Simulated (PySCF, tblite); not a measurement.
# GaH7O2, a gas-phase cluster of small molecules: NMR shifts, interaction energy, spin-spin couplings and electronic excitations, part 1 of 3

Wanted: the NMR shifts, interaction energy, spin-spin couplings and electronic excitations for `[GaH3]` with 2 × `O`.

Computed with tblite 0.8.0 and PySCF 2.14.0; each step states its level. No surroundings beyond the atoms listed, unless a continuum is named. Atoms count from 0, parts from 1.

## 1. Starting point

10 atoms, charge 0, multiplicity 1; geometry: rigid parts in contact. Parts: 1 = atoms 0–3, `[GaH3]`, charge 0; 2 = atoms 4–6, `O`, charge 0; 3 = atoms 7–9, `O`, charge 0.

## 2. Search for minima with GFN2-xTB

What the job is given:

```
{"job": {"kind": "dock", "xc": "GFN2-xTB", "basis": "xTB"}, "charge": 0, "multiplicity": 1, "parts": [{"atoms": "0-3", "charge": 0, "multiplicity": 1}, {"atoms": "4-6", "charge": 0, "multiplicity": 1}, {"atoms": "7-9", "charge": 0, "multiplicity": 1}]}
Ga     0.188951    -0.084344     0.447981
H      0.080632     0.026876     2.006702
H      0.217332     1.232185    -0.326818
H      0.340811    -1.399345    -0.295321
O      2.364777    -0.271031     0.806249
H      2.613123    -0.341263     1.732872
H      3.076801     0.138910     0.309288
O     -1.969173    -0.423551     0.513723
H     -2.531017    -0.944202    -0.068444
H     -2.271469    -0.473069     1.426027
```

With the program's defaults for keys left out, this is: GFN2-xTB search for minima from random contacts, gas phase.

Launch:

```bash
OMP_NUM_THREADS=1 python cluster_run.py task.json out
```

One launch serves the whole session: the jobs run in the order shown.

Log:

```text
step      E/eV     max force
  0    -350.97378    0.347
  1    -350.97715    0.231
  2    -350.98303    0.187
  3    -350.98514    0.229
  4    -350.99496    0.305
  5    -351.00094    0.237
  6    -351.00644    0.191
  7    -351.01078    0.265
  8    -351.01606    0.348
  9    -351.02208    0.330
 10    -351.02672    0.159
 11    -351.02884    0.128
 12    -351.03056    0.158
 13    -351.03303    0.190
 14    -351.03523    0.172
 15    -351.03679    0.138
 16    -351.03809    0.155
 17    -351.03968    0.210
 18    -351.04166    0.242
 19    -351.04378    0.203
 20    -351.04528    0.114
 21    -351.04638    0.126
 22    -351.04758    0.139
 23    -351.04970    0.160
 24    -351.05150    0.125
 25    -351.05276    0.092
 26    -351.05359    0.091
 27    -351.05447    0.105
 28    -351.05521    0.085
 29    -351.05584    0.102
 30    -351.05630    0.074
 31    -351.05697    0.091
 32    -351.05758    0.114
 33    -351.05889    0.155
 34    -351.06062    0.208
 35    -351.06293    0.217
 36    -351.06518    0.154
 37    -351.06648    0.186
 38    -351.06636    0.199
 39    -351.06800    0.072
 40    -351.06839    0.074
 41    -351.06901    0.070
 42    -351.06928    0.050
 43    -351.06955    0.041
 44    -351.06970    0.044
 45    -351.06980    0.048
 46    -351.06997    0.047
 47    -351.07036    0.068
 48    -351.07091    0.077
 49    -351.07128    0.056
 50    -351.07149    0.035
 51    -351.07161    0.033
 52    -351.07175    0.037
 53    -351.07202    0.053
 54    -351.07256    0.092
 55    -351.07338    0.119
 56    -351.07437    0.117
 57    -351.07561    0.087
 58    -351.07628    0.119
 59    -351.07662    0.145
 60    -351.07752    0.084
 61    -351.07830    0.118
 62    -351.07902    0.100
 63    -351.07938    0.120
 64    -351.07996    0.055
 65    -351.08046    0.062
 66    -351.08091    0.046
 67    -351.08116    0.102
 68    -351.08132    0.136
 69    -351.08166    0.069
 70    -351.08182    0.032
 71    -351.08211    0.031
 72    -351.08233    0.045
 73    -351.08262    0.059
 74    -351.08287    0.056
 75    -351.08307    0.027
 76    -351.08314    0.021
 77    -351.08318    0.015
 78    -351.08322    0.014

distinct minima (kcal/mol above the one taken): 0.00 5.25
by PBE0-D3(BJ)/def2-SVP single points: 0.00 4.58
binding energy -49.963 kcal/mol
```

Wall time 7.5 s (1 thread of Arm Neoverse V1, shared host).

Along the way:

```
step  energy from step 0 (eV)  largest force (eV/Å)
   0                   0.0000                0.3464
   3                  -0.0114                0.2291
   6                  -0.0327                0.1905
   9                  -0.0483                0.3298
  12                  -0.0568                0.1586
  15                  -0.0630                0.1379
  18                  -0.0679                0.2420
  21                  -0.0726                0.1252
  24                  -0.0777                0.1245
  27                  -0.0807                0.1051
  30                  -0.0825                0.0738
  33                  -0.0851                0.1550
  36                  -0.0914                0.1544
  39                  -0.0942                0.0725
  42                  -0.0955                0.0498
  45                  -0.0960                0.0479
  48                  -0.0971                0.0781
  51                  -0.0978                0.0334
  54                  -0.0988                0.0914
  57                  -0.1018                0.0873
  60                  -0.1037                0.0846
  63                  -0.1056                0.1199
  66                  -0.1071                0.0460
  69                  -0.1079                0.0693
  72                  -0.1086                0.0450
  75                  -0.1093                0.0270
  78                  -0.1094                0.0142
```

Close pairs (by a distance rule), those that changed most:

```
  bond  before (Å)  after (Å)  change (Å)
Ga0–H1       1.566      1.532      -0.034
Ga0–H3       1.518      1.552      +0.033
Ga0–O7       2.186      2.200      +0.015
Ga0–O4       2.213      2.201      -0.012
Ga0–H2       1.528      1.534      +0.007
 O4–H6       0.960      0.963      +0.003
 O4–H5       0.962      0.963      +0.001
 O7–H8       0.962      0.963      +0.001
```

Contacts between the parts in the structure taken on (a selection, picked against the atoms' radii; other short pairs can be missing):

```
   atoms  distance (Å)  kind (by distance and angle)  angle (°)
Ga0···O7          2.20                  coordination          –
Ga0···O4          2.20                  coordination          –
```

Minima and a leading contact of each: 0.00 kcal/mol, Ga0···O7 2.20 Å (coordination); 5.25 kcal/mol, Ga0···O4 2.12 Å (coordination).

## 3. Relaxing the molecule at PBE0-D3(BJ)/def2-SVPD

What the job is given:

```
{"job": {"xc": "PBE0", "basis": "def2-SVPD", "d3": "d3bj", "grid": 2, "kind": "geom", "shake": 0.01}, "charge": 0, "multiplicity": 1, "parts": [{"atoms": "0-3", "charge": 0, "multiplicity": 1}, {"atoms": "4-6", "charge": 0, "multiplicity": 1}, {"atoms": "7-9", "charge": 0, "multiplicity": 1}]}
Ga     0.226692    -0.243606     0.699427
H      0.052221    -0.050145     2.208170
H      0.183320     0.932849    -0.325679
H      0.401429    -1.656039     0.137867
O      2.375169     0.075996     0.873271
H      2.925037    -0.464016     1.447279
H      2.863569     0.283583     0.071363
O     -1.972115    -0.284234     0.539018
H     -2.385524    -0.398118    -0.307035
H     -2.517477    -0.760688     1.210050
```

Log:

```text
step   0  E = -2078.73135425  max force = 0.029306
step   1  E = -2078.73710025  max force = 0.008247
step   2  E = -2078.73766126  max force = 0.002171
step   3  E = -2078.73786874  max force = 0.002464
step   4  E = -2078.73813364  max force = 0.002326
step   5  E = -2078.73834186  max force = 0.001488
step   6  E = -2078.73854988  max force = 0.001521
step   7  E = -2078.73873762  max force = 0.002028
step   8  E = -2078.73889488  max force = 0.001702
step   9  E = -2078.73894252  max force = 0.001116
step  10  E = -2078.73896414  max force = 0.000414
step  11  E = -2078.73897140  max force = 0.000445
optimisation converged
```

Wall time 92 s (1 thread of Arm Neoverse V1, shared host); peak memory 0.57 GiB.

Step by step:

```
step  energy from step 0 (eV)  largest force component (eV/Å)
   0                   0.0000                          1.5070
   1                  -0.1564                          0.4241
   2                  -0.1716                          0.1116
   3                  -0.1773                          0.1267
   4                  -0.1845                          0.1196
   5                  -0.1901                          0.0765
   6                  -0.1958                          0.0782
   7                  -0.2009                          0.1043
   8                  -0.2052                          0.0875
   9                  -0.2065                          0.0574
  10                  -0.2071                          0.0213
  11                  -0.2073                          0.0229
```

Distances of close pairs at the start and the end, largest changes first:

```
  bond  before (Å)  after (Å)  change (Å)
Ga0–O4       2.179      2.378      +0.199
Ga0–O7       2.205      2.370      +0.165
Ga0–H3       1.530      1.590      +0.060
Ga0–H1       1.531      1.573      +0.042
 O7–H9       0.987      0.963      -0.024
 O7–H8       0.949      0.962      +0.014
Ga0–H2       1.561      1.573      +0.012
 O4–H5       0.961      0.962      +0.001
```

The end geometry stands in the next job.

```
                         at the end point                 value
  point group (found at 0.08 Å tolerance)                    C2
rotational constants (GHz, main isotopes)  46.478, 2.363, 2.346
                        dipole moment (D)                  2.80
```

Contacts at the end point (a selection, picked against the atoms' radii; other short pairs can be missing):

```
   atoms  distance (Å)  kind (by distance and angle)  angle (°)
Ga0···O7          2.37                  coordination          –
Ga0···O4          2.38                  coordination          –
```

Against the parts relaxed at this level the binding energy is -20.59 kcal/mol, without counterpoise.

## 4. Nuclear shieldings: PBE0/pcSseg-2

What the job is given:

```
{"job": {"kind": "nmr", "xc": "PBE0", "basis": "pcSseg-2"}, "charge": 0, "multiplicity": 1, "parts": [{"atoms": "0-3", "charge": 0, "multiplicity": 1}, {"atoms": "4-6", "charge": 0, "multiplicity": 1}, {"atoms": "7-9", "charge": 0, "multiplicity": 1}]}
Ga     0.191006    -0.064851     0.732247
H      0.022785     0.128405     2.284119
H      0.198683     1.135237    -0.285323
H      0.366707    -1.539120     0.164143
O      2.553430     0.127927     0.923069
H      2.903715    -0.663714     1.343566
H      2.913943     0.134095     0.030668
O     -2.162291    -0.270429     0.534804
H     -2.385436    -0.611334    -0.336996
H     -2.450489    -0.941283     1.162375
```

Level: GIAO PBE0/pcSseg-2 NMR shielding, non-relativistic, gas phase.

Log:

```text
coarse grid: 35080 points
cycle   1  E = -2079.0174724762  dE = -6.307e-01  |g| = 1.347e+00  |ddm| = 1.903e+00
cycle   2  E = -2078.8122141383  dE =  2.053e-01  |g| = 1.851e+00  |ddm| = 9.917e-01
cycle   3  E = -2079.1916711140  dE = -3.795e-01  |g| = 1.196e-01  |ddm| = 6.392e-01
cycle   4  E = -2079.1938897712  dE = -2.219e-03  |g| = 4.094e-02  |ddm| = 5.953e-02
cycle   5  E = -2079.1940687730  dE = -1.790e-04  |g| = 1.177e-02  |ddm| = 1.464e-02
cycle   6  E = -2079.1940843834  dE = -1.561e-05  |g| = 1.093e-03  |ddm| = 5.576e-03
cycle   7  E = -2079.1940846343  dE = -2.509e-07  |g| = 2.449e-04  |ddm| = 1.021e-03
final grid: 73312 points
cycle   8  E = -2079.1940863193  dE = -3.393e-08  |g| = 3.810e-04  |ddm| = 1.263e-03
cycle   9  E = -2079.1940863062  dE =  1.317e-08  |g| = 6.264e-04  |ddm| = 3.144e-04
cycle  10  E = -2079.1940863320  dE = -2.584e-08  |g| = 2.263e-05  |ddm| = 1.523e-04
cycle  11  E = -2079.1940863321  dE = -1.432e-10  |g| = 2.211e-06  |ddm| = 2.500e-05
converged SCF energy = -2079.1940863321

GIAO shielding tensors (ppm)
atom      isotropic    diamagn.    paramagn.     s11        s22        s33       span
  0 Ga    1528.703    2638.366   -1109.663   1500.808   1539.472   1545.827     45.019
  1 H       26.748      29.248      -2.499     19.856     24.817     35.572     15.715
  2 H       26.751      29.530      -2.779     19.863     24.830     35.559     15.696
  3 H       26.656      30.494      -3.838     19.496     25.407     35.066     15.570
  4 O      307.586     386.229     -78.644    282.986    302.755    337.015     54.029
  5 H       30.077      30.004       0.073     22.263     25.350     42.618     20.355
  6 H       30.044      30.706      -0.662     22.180     25.562     42.391     20.211
  7 O      307.487     385.617     -78.130    282.700    302.783    336.978     54.277
  8 H       30.067      30.939      -0.871     22.233     25.328     42.641     20.407
  9 H       30.025      30.298      -0.273     22.145     25.536     42.394     20.249

== part 1 alone, relaxed ==
coarse grid: 14832 points
cycle   1  E = -1926.3421054638  dE = -7.205e-01  |g| = 1.078e+00  |ddm| = 1.312e+00
cycle   2  E = -1926.2808828825  dE =  6.122e-02  |g| = 1.427e+00  |ddm| = 5.736e-01
cycle   3  E = -1926.4010554380  dE = -1.202e-01  |g| = 8.186e-02  |ddm| = 3.561e-01
cycle   4  E = -1926.4014532064  dE = -3.978e-04  |g| = 3.668e-03  |ddm| = 2.054e-02
cycle   5  E = -1926.4014562679  dE = -3.061e-06  |g| = 1.626e-03  |ddm| = 4.599e-03
final grid: 29408 points
cycle   6  E = -1926.4014623164  dE =  2.174e-07  |g| = 2.847e-03  |ddm| = 1.841e-03
cycle   7  E = -1926.4014615666  dE =  7.498e-07  |g| = 4.634e-03  |ddm| = 1.913e-03
cycle   8  E = -1926.4014628715  dE = -1.305e-06  |g| = 1.054e-04  |ddm| = 1.047e-03
cycle   9  E = -1926.4014628732  dE = -1.690e-09  |g| = 7.023e-07  |ddm| = 7.582e-05
cycle  10  E = -1926.4014628732  dE =  4.547e-13  |g| = 6.984e-08  |ddm| = 1.216e-06
converged SCF energy = -1926.4014628732

GIAO shielding tensors (ppm)
atom      isotropic    diamagn.    paramagn.     s11        s22        s33       span
  0 Ga    1152.814    2637.072   -1484.258    966.233    966.268   1525.941    559.707
  1 H       24.943      27.497      -2.555     19.890     22.170     32.768     12.878
  2 H       24.942      27.497      -2.555     19.890     22.170     32.768     12.878
  3 H       24.943      27.498      -2.555     19.890     22.170     32.769     12.879

== part 2 alone, relaxed ==
coarse grid: 2328 points
cycle   1  E = -76.3078605684  dE = -7.376e-03  |g| = 6.603e-01  |ddm| = 9.313e-01
cycle   2  E = -76.2134599075  dE =  9.440e-02  |g| = 9.832e-01  |ddm| = 6.970e-01
cycle   3  E = -76.3855106106  dE = -1.721e-01  |g| = 2.979e-02  |ddm| = 4.268e-01
cycle   4  E = -76.3856614606  dE = -1.508e-04  |g| = 5.152e-03  |ddm| = 1.154e-02
cycle   5  E = -76.3856647819  dE = -3.321e-06  |g| = 6.270e-04  |ddm| = 2.276e-03
final grid: 21952 points
cycle   6  E = -76.3813657003  dE = -2.471e-05  |g| = 2.610e-03  |ddm| = 7.322e-03
cycle   7  E = -76.3813648402  dE =  8.601e-07  |g| = 3.326e-03  |ddm| = 2.161e-03
cycle   8  E = -76.3813666461  dE = -1.806e-06  |g| = 2.604e-04  |ddm| = 1.335e-03
cycle   9  E = -76.3813666570  dE = -1.089e-08  |g| = 1.868e-05  |ddm| = 9.004e-05
cycle  10  E = -76.3813666571  dE = -5.083e-11  |g| = 2.796e-06  |ddm| = 8.561e-06
converged SCF energy = -76.3813666571

GIAO shielding tensors (ppm)
atom      isotropic    diamagn.    paramagn.     s11        s22        s33       span
  0 O      328.852     383.024     -54.172    303.725    322.037    360.794     57.069
  1 H       30.852      30.781       0.071     23.540     24.978     44.037     20.497
  2 H       30.852      30.781       0.071     23.540     24.978     44.037     20.497
```

Run time: 29 s. Hardware: 1 thread of Arm Neoverse V1, shared host; peak memory 0.84 GiB.

No reference compound was run at this level, so shieldings alone are listed. Atoms listed in one row are averaged.

```
 atoms            environment  σ (ppm)
    H3       hydrogen on a Ga    26.66
H1, H2       hydrogen on a Ga    26.75
H6, H9  hydrogen on an oxygen    30.03
H5, H8  hydrogen on an oxygen    30.07
   Ga0       Ga bonded to 3 H     1529
O4, O7   oxygen bonded to 2 H    307.5
```

The run also stored atomic charges by several schemes (e):

```
 atoms  Mulliken    IAO  Hirshfeld  ESP fit
   Ga0      0.36   0.24       0.22     0.53
O4, O7     -0.38  -0.63      -0.22    -0.69
```

Against the parts alone, each relaxed by itself:

```
atom  σ alone (ppm)  σ in the cluster  shift on binding (ppm)
 Ga0        1152.81           1528.70                 -375.89
  O7         328.85            307.49                  +21.37
  O4         328.85            307.59                  +21.27
  H6          30.85             30.04                   +0.81
  H8          30.85             30.07                   +0.78
  H2          24.94             26.75                   -1.81
  H1          24.94             26.75                   -1.81
  H3          24.94             26.66                   -1.71
  H9          30.85             30.03                   +0.83
```

(Continued in part 2 of 3.)
